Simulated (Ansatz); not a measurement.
The system is NiMoIrPdW.

```
Ni Mo Pd Ir W
1.0
    -1.37004    1.37004    9.71647
     1.37004   -1.37004    9.71647
     1.37004    1.37004   -9.71647
Ni Mo Pd Ir W
1 1 1 1 1
Cartesian
  0.0000 0.0000 3.8598
  0.0000 0.0000 11.8389
  0.0000 0.0000 15.4123
  0.0000 0.0000 7.7623
  0.0000 0.0000 19.3484
```

The cell was built by a generator and needn't be a form met in nature.

Base run:

| Item | Value |
| --- | --- |
| Program | Ansatz 0.2.0 |
| Functional | PBE |
| Potentials or basis | Ansatz PAW |
| Cutoff | 420 eV (not typed: the program's choice for these potentials) |
| k mesh | 13 × 13 × 13 |
| Occupations | fermi-dirac, width 0.05 eV |
| Spin | collinear spin, ferromagnetic start |
| Starting moments | [1.0, 1.0, 0.0, 0.6, 0.0] μB |

Its results: band gap on the k mesh none (metal or under the smearing width); pressure 0.0 GPa; net moment 0.00 μB per cell; largest force 0.032 eV/Å.

The run is repeated on the same cell with these changes: functional from PBE to PBEsol. What comes out?

Band gap on the k mesh none (metal or under the smearing width); pressure -9.2 GPa; net moment 0.00 μB per cell; largest force 0.160 eV/Å.

PBEsol binds more tightly than PBE, so the same cell stands under less pressure.

Caveats: the starting moments weren't kept; spin-orbit coupling is left out, which moves the levels of the heavy elements (some runs); the PAW data sets come from PBE, with cores solved anew for the run's functional, which leaves a small shift of forces and pressure (some runs).
